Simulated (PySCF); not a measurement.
# CH5NSi2 (SMILES N#C[SiH2][SiH3]): levels of theory compared

Aim: a comparison of 5 runs (HF/3-21G, HF/def2-SVP, wB97X/6-31G*, B3LYP/6-31G*, PBE0/def2-SVP) of CH5NSi2. Input form: a Python script.

The calculation is run with PySCF 2.14.0.

## (1) Starting point

CH5NSi2: 9 atoms, total charge 0, spin state singlet. As SMILES, `N#C[SiH2][SiH3]`. The coordinates come from a GFN2-xTB relaxation.

Bond lengths: N1–C2 1.146 Å, C2–Si3 1.867 Å, Si3–Si4 2.314 Å, Si3–H5 1.469 Å, Si3–H6 1.469 Å, Si4–H7 1.464 Å, Si4–H8 1.463 Å, Si4–H9 1.466 Å. Some angles: N1–C2–Si3 178.1°, C2–Si3–Si4 108.6°, C2–Si3–H5 103.2°, C2–Si3–H6 103.3°, Si4–Si3–H5 116.2°, Si4–Si3–H6 116.2°, Si3–Si4–H7 111.8°, Si3–Si4–H8 111.8°, Si3–Si4–H9 109.9°, H5–Si3–H6 107.7°.

## (2) Energy and gradient at HF/3-21G (run 1)

job.py reads:

```python
# N#C[SiH2][SiH3]
from pyscf import gto

molecule = gto.Mole()
molecule.atom = [
    ('N', (2.768120, -0.920300, -0.980620)),
    ('C', (1.905820, -0.232320, -0.669510)),
    ('Si', (0.464770, 0.837370, -0.155300)),
    ('Si', (-1.296100, -0.537020, 0.449750)),
    ('H', (0.246530, 1.694290, -1.327810)),
    ('H', (1.029300, 1.674220, 0.911250)),
    ('H', (-0.953600, -1.389160, 1.589640)),
    ('H', (-1.712350, -1.403300, -0.653840)),
    ('H', (-2.452490, 0.276230, 0.836440)),
]
molecule.max_memory = 1860
molecule.charge = 0
molecule.spin = 0
molecule.verbose = 3
molecule.basis = '3-21g'
molecule.build()

mf = molecule.RHF()
mf.conv_tol = 1e-10
mf.kernel()
if not mf.converged:
    mf = mf.newton().run(mf.mo_coeff, mf.mo_occ)

e_tot = mf.e_tot
print('E = %.10f Eh' % e_tot)
grad = mf.nuc_grad_method().kernel()
dip = mf.dip_moment()
pop, q = mf.mulliken_pop()
```

Started as:

```
$ OMP_NUM_THREADS=1 python job.py
```

The program printed:

```text
converged SCF energy = -669.475126322571
E = -669.4751263226 Eh
--------------- RHF gradients ---------------
         x                y                z
0 N     0.0055381852    -0.0064564515    -0.0021336727
1 C    -0.0080402031     0.0130324637     0.0031153377
2 Si    -0.0174305225    -0.0058130015     0.0059451039
3 Si     0.0107899982     0.0045771168    -0.0038114231
4 H     0.0066139308    -0.0027218233     0.0035647741
5 H     0.0028954687    -0.0026773039    -0.0069398333
6 H    -0.0056082564     0.0033826760    -0.0064499020
7 H    -0.0004619733     0.0035385410     0.0085939442
8 H     0.0057033724    -0.0068622173    -0.0018843289
----------------------------------------------
Dipole moment(X, Y, Z, Debye): -3.19195,  1.74969,  1.13606
 ** Mulliken pop  **
pop of  0 N 1s            1.99143
pop of  0 N 2s            0.42739
pop of  0 N 3s            1.50245
pop of  0 N 2px           0.62675
pop of  0 N 2py           0.55894
pop of  0 N 2pz           0.46959
pop of  0 N 3px           0.64303
pop of  0 N 3py           0.62354
pop of  0 N 3pz           0.58349
pop of  1 C 1s            1.98855
pop of  1 C 2s            0.40569
pop of  1 C 3s            0.82077
pop of  1 C 2px           0.58941
pop of  1 C 2py           0.53085
pop of  1 C 2pz           0.45225
pop of  1 C 3px           0.41027
pop of  1 C 3py           0.45036
pop of  1 C 3pz           0.52513
pop of  2 Si 1s           1.99858
pop of  2 Si 2s           1.97451
pop of  2 Si 3s           0.68952
pop of  2 Si 4s           0.52803
pop of  2 Si 2px          1.95439
pop of  2 Si 2py          1.95646
pop of  2 Si 2pz          1.95818
pop of  2 Si 3px          0.51838
pop of  2 Si 3py          0.53463
pop of  2 Si 3pz          0.56629
pop of  2 Si 4px          0.14348
pop of  2 Si 4py          0.14375
pop of  2 Si 4pz          0.20601
pop of  3 Si 1s           1.99864
pop of  3 Si 2s           1.97532
pop of  3 Si 3s           0.68327
pop of  3 Si 4s           0.64913
pop of  3 Si 2px          1.95734
pop of  3 Si 2py          1.95777
pop of  3 Si 2pz          1.95805
pop of  3 Si 3px          0.56350
pop of  3 Si 3py          0.56308
pop of  3 Si 3pz          0.56242
pop of  3 Si 4px          0.20174
pop of  3 Si 4py          0.21460
pop of  3 Si 4pz          0.20929
pop of  4 H 1s            0.42638
pop of  4 H 2s            0.71831
pop of  5 H 1s            0.42643
pop of  5 H 2s            0.71830
pop of  6 H 1s            0.42605
pop of  6 H 2s            0.71872
pop of  7 H 1s            0.42616
pop of  7 H 2s            0.71831
pop of  8 H 1s            0.42705
pop of  8 H 2s            0.72802
 ** Mulliken atomic charges  **
charge of    0N =     -0.42661
charge of    1C =     -0.17329
charge of    2Si =      0.82778
charge of    3Si =      0.50585
charge of    4H =     -0.14468
charge of    5H =     -0.14473
charge of    6H =     -0.14477
charge of    7H =     -0.14448
charge of    8H =     -0.15507
```

It took 2.2 s on 1 thread of Intel Xeon at 2.70GHz, shared host; peak memory 0.13 GiB.

## (3) Energy and gradient at HF/def2-SVP (run 2)

geometry.xyz reads:

```xyz
9

N      2.768120    -0.920300    -0.980620
C      1.905820    -0.232320    -0.669510
Si     0.464770     0.837370    -0.155300
Si    -1.296100    -0.537020     0.449750
H      0.246530     1.694290    -1.327810
H      1.029300     1.674220     0.911250
H     -0.953600    -1.389160     1.589640
H     -1.712350    -1.403300    -0.653840
H     -2.452490     0.276230     0.836440
```

calc.py reads:

```python
# N#C[SiH2][SiH3]
import pyscf.grad
from pyscf import gto

mol = gto.M(
    atom='geometry.xyz',
    charge=0,
    max_memory=1860,
    basis='def2-svp',
    verbose=3,
)

hf = mol.RHF()
hf.conv_tol = 1e-10
hf.kernel()
if not hf.converged:
    hf = hf.newton().run(hf.mo_coeff, hf.mo_occ)

e_tot = hf.e_tot
print('Final energy', e_tot)
grad = hf.Gradients().kernel()
hf.analyze()
```

Started as:

```
$ OMP_NUM_THREADS=1 python calc.py
```

The program printed:

```text
converged SCF energy = -672.827082946619
[... 10 lines left out ...]
MO #1   energy= -68.7949555530334  occ= 2
[... 10 lines left out ...]
MO #12  energy= -4.25528357676219  occ= 2
[... 10 lines left out ...]
MO #23  energy= -0.437914771695531 occ= 2
[... 10 lines left out ...]
MO #34  energy= 0.37524274492866   occ= 0
[... 10 lines left out ...]
MO #45  energy= 0.694406345691793  occ= 0
[... 10 lines left out ...]
MO #56  energy= 1.06604915837362   occ= 0
[... 10 lines left out ...]
MO #67  energy= 1.7252567541593    occ= 0
[... 10 lines left out ...]
MO #78  energy= 2.05470009212539   occ= 0
[... 10 lines left out ...]
MO #89  energy= 3.7462517199576    occ= 0
[... 10 lines left out ...]
Dipole moment(X, Y, Z, Debye): -3.26037,  1.84081,  1.16153
```

It took 6.6 s on 1 thread of Intel Xeon at 2.70GHz, shared host; peak memory 0.18 GiB.

Run 3 isn't shown in full; the table further down has it.

## (4) Energy and gradient at B3LYP/6-31G(d) (Cartesian functions) (run 4)

input.py reads:

```python
from pyscf import gto, dft

mol = gto.M(
    atom='''
N    2.768120  -0.920300  -0.980620
C    1.905820  -0.232320  -0.669510
Si   0.464770   0.837370  -0.155300
Si  -1.296100  -0.537020   0.449750
H    0.246530   1.694290  -1.327810
H    1.029300   1.674220   0.911250
H   -0.953600  -1.389160   1.589640
H   -1.712350  -1.403300  -0.653840
H   -2.452490   0.276230   0.836440
''',
    max_memory=1860,
    basis='6-31g*',
    verbose=3,
    cart=True,
    spin=0,
    charge=0,
)

mf = dft.RKS(mol)
mf.xc = 'b3lyp'
mf.grids.level = 5
mf.conv_tol = 1e-10
mf.kernel()
if not mf.converged:
    mf = mf.newton().run(mf.mo_coeff, mf.mo_occ)

e_tot = mf.e_tot
print('E = %.10f Eh' % e_tot)
grad = mf.nuc_grad_method().kernel()
dip = mf.dip_moment()
pop, q = mf.mulliken_pop()
```

Started as:

```
$ OMP_NUM_THREADS=1 python input.py
```

The program printed:

```text
converged SCF energy = -674.833208574783
[... 9 lines left out ...]
Dipole moment(X, Y, Z, Debye): -3.13856,  1.72135,  1.11787
[... 88 lines left out ...]
charge of    8H =     -0.04397
```

Run time: 32 s. Hardware: 1 thread of Intel Xeon at 2.70GHz, shared host; peak memory 0.77 GiB.

## (5) Energy and forces at PBE0/def2-SVP (run 5)

mol.xyz reads:

```xyz
9

N      2.768120    -0.920300    -0.980620
C      1.905820    -0.232320    -0.669510
Si     0.464770     0.837370    -0.155300
Si    -1.296100    -0.537020     0.449750
H      0.246530     1.694290    -1.327810
H      1.029300     1.674220     0.911250
H     -0.953600    -1.389160     1.589640
H     -1.712350    -1.403300    -0.653840
H     -2.452490     0.276230     0.836440
```

job.py reads:

```python
# N#C[SiH2][SiH3]
import pyscf.grad
from pyscf import gto, dft

mol = gto.M(
    atom='mol.xyz',
    basis='def2-svp',
    verbose=3,
    spin=0,
    max_memory=1860,
)

calc0 = dft.RKS(mol, xc='pbe0')
calc0.conv_tol = 1e-10
calc0.grids.level = 5
calc0.kernel()
if not calc0.converged:
    calc0 = calc0.newton().run(calc0.mo_coeff, calc0.mo_occ)

e_tot = calc0.e_tot
print('Final energy', e_tot)
grad = calc0.Gradients().kernel()
calc0.analyze()
```

Started as:

```
$ OMP_NUM_THREADS=1 python job.py
```

The program printed:

```text
converged SCF energy = -674.206723602157
[... 10 lines left out ...]
MO #1   energy= -66.2760046876538  occ= 2
[... 10 lines left out ...]
MO #12  energy= -3.68696565740678  occ= 2
[... 10 lines left out ...]
MO #23  energy= -0.334499953032638 occ= 2
[... 10 lines left out ...]
MO #34  energy= 0.248606173715522  occ= 0
[... 10 lines left out ...]
MO #45  energy= 0.516258764836727  occ= 0
[... 10 lines left out ...]
MO #56  energy= 0.838292123043581  occ= 0
[... 10 lines left out ...]
MO #67  energy= 1.46709479529198   occ= 0
[... 10 lines left out ...]
MO #78  energy= 1.76458236437289   occ= 0
[... 10 lines left out ...]
MO #89  energy= 3.36239212529577   occ= 0
[... 10 lines left out ...]
Dipole moment(X, Y, Z, Debye): -3.09617,  1.67541,  1.10222
```

Wall time 34 s (1 thread of Intel Xeon at 2.70GHz, shared host); peak memory 0.87 GiB.

## (6) All runs side by side

```
run                               level  integration grid  Cartesian functions  energy (Eh)  dipole moment (D)  HOMO energy (eV)  LUMO energy (eV)  wall time
  1                            HF/3-21G                 –                   no  -669.475126               3.81            -11.74              3.04      2.2 s
  2                         HF/def2-SVP                 –                   no  -672.827083               3.92            -11.92              2.81      6.6 s
  3  wB97X/6-31G* (spherical functions)                 5                   no  -674.748443               3.78            -11.29              1.73       45 s
  4  B3LYP/6-31G* (Cartesian functions)                 5                  yes  -674.833209               3.75             -8.72             -0.53       32 s
  5                       PBE0/def2-SVP                 5                   no  -674.206724               3.69             -9.10             -0.60       34 s
```

## (7) Results

| quantity | value |
| --- | --- |
| run 5: total energy | -674.20672 Eh |
| run 5: dipole moment | 3.69 D |
| run 5: HOMO energy | -9.10 eV |
| run 5: LUMO energy | -0.60 eV |
| run 5: HOMO–LUMO gap | 8.50 eV |
| run 5: largest force on an atom | 1.841 eV/Å |

The dipole moment (its size) runs from 3.69 D (PBE0/def2-SVP) to 3.92 D (HF/def2-SVP). The HOMO–LUMO gap runs from 8.19 eV (B3LYP/6-31G*) to 14.78 eV (HF/3-21G). The two ends differ in method and basis. Totals of different functionals can't be ranked against each other. All runs together took 2 min, the longest 45 s.
